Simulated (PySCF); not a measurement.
# MgBe: basis, grid and Hamiltonian

Which parts of the numerical set-up matter for MgBe? Each run edits the base script.

Program: PySCF 2.14.0. Level of theory: method and basis as typed in the scripts. These are calculated values, not measurements.

1 further run of the same task is left out (it didn't finish).

## Step 1: The starting structure

MgBe: 2 atoms, charge 0, spin multiplicity 1.

Bond lengths: Mg1–Be2 2.315 Å.

## Step 2: The run that the others are compared with

input.py

```python
from pyscf import gto, scf, ci

mol = gto.M(
    atom='Mg 0 0 0; Be 0 0 2.315',
    basis='def2-tzvp',
    charge=0,
    spin=0,
    verbose=4,
)
mf = scf.RHF(mol)
mf = mf.density_fit(auxbasis='def2-universal-jkfit')
mf.kernel()
ci.CISD(mf, frozen=1).kernel()
mf.dip_moment()
print('orbital energies (hartree):', mf.mo_energy[..., max(0, mol.nelec[1]-3):mol.nelec[0]+3].round(4))
```

Started as:

```bash
> OMP_NUM_THREADS=1 python input.py
```

The log of this run is left out.

It gives: E(SCF) = -214.141550 Eh, 9 cycles, E(CISD) − E(SCF) = -0.26051 Eh, μ = 0.17 D (of the SCF density).

The bond length is a typed value, not an optimised one.

## Step 3: Pcseg-1

Edit 1 changes basis set: def2-tzvp → pcseg-1.

input.py

```python
from pyscf import gto, scf, ci

mol = gto.M(
    atom='Mg 0 0 0; Be 0 0 2.315',
    basis='pcseg-1',
    charge=0,
    spin=0,
    verbose=4,
)
mf = scf.RHF(mol)
mf = mf.density_fit(auxbasis='def2-universal-jkfit')
mf.kernel()
ci.CISD(mf, frozen=1).kernel()
mf.dip_moment()
print('orbital energies (hartree):', mf.mo_energy[..., max(0, mol.nelec[1]-3):mol.nelec[0]+3].round(4))
```

Started as:

```bash
> OMP_NUM_THREADS=1 python input.py
```

## Step 4: Ano-rcc-vdzp (X2C on)

Edit 2 changes basis set: def2-tzvp → ano-rcc-vdzp; spin-free X2C: off → on.

input.py, as its differences from that of step 2:

```diff
@@ -4,3 +4,3 @@
     atom='Mg 0 0 0; Be 0 0 2.315',
-    basis='def2-tzvp',
+    basis='ano-rcc-vdzp',
     charge=0,
@@ -10,2 +10,3 @@
 mf = scf.RHF(mol)
+mf = mf.sfx2c1e()
 mf = mf.density_fit(auxbasis='def2-universal-jkfit')
```

## Step 5: X2c-svpall (X2C on)

Edit 3 changes basis set: def2-tzvp → x2c-svpall; spin-free X2C: off → on.

input.py, as its differences from that of step 2:

```diff
@@ -4,3 +4,3 @@
     atom='Mg 0 0 0; Be 0 0 2.315',
-    basis='def2-tzvp',
+    basis='x2c-svpall',
     charge=0,
@@ -10,2 +10,3 @@
 mf = scf.RHF(mol)
+mf = mf.sfx2c1e()
 mf = mf.density_fit(auxbasis='def2-universal-jkfit')
```

## Step 6: 6-31g(3d)

Edit 4 changes basis set: def2-tzvp → 6-31g(3d).

input.py, as its differences from that of step 2:

```diff
@@ -4,3 +4,3 @@
     atom='Mg 0 0 0; Be 0 0 2.315',
-    basis='def2-tzvp',
+    basis='6-31g(3d)',
     charge=0,
```

**Question.** What will these runs give? Wanted: for each run, E(SCF); from base; gap; SCF dipole; after the SCF.

The runs gave:

```
                    run  E(SCF) (hartree)  from base (eV)  cycles  gap (eV)  SCF dipole (D)  functions                            after the SCF
                   base       -214.141550               0       9      6.12            0.17         51  CISD correlation -7.089 eV, core frozen
                pcseg-1       -214.107058         +0.9386       8      6.40            0.03         19  CISD correlation -2.079 eV, core frozen
  ano-rcc-vdzp (X2C on)       -214.452521  not comparable       9      6.29            0.11         32  CISD correlation -6.596 eV, core frozen
    x2c-svpall (X2C on)       -214.353901  not comparable       8      6.00            0.17         27  CISD correlation -2.367 eV, core frozen
6-31g(3d) (poor choice)       -214.126859  not comparable       9      5.99            0.39         52  CISD correlation -2.813 eV, core frozen
```

In words: pcseg-1 (19 functions) gives an energy 0.94 eV higher than def2-tzvp (51). Rows marked «poor choice» come from settings spoiled on purpose.
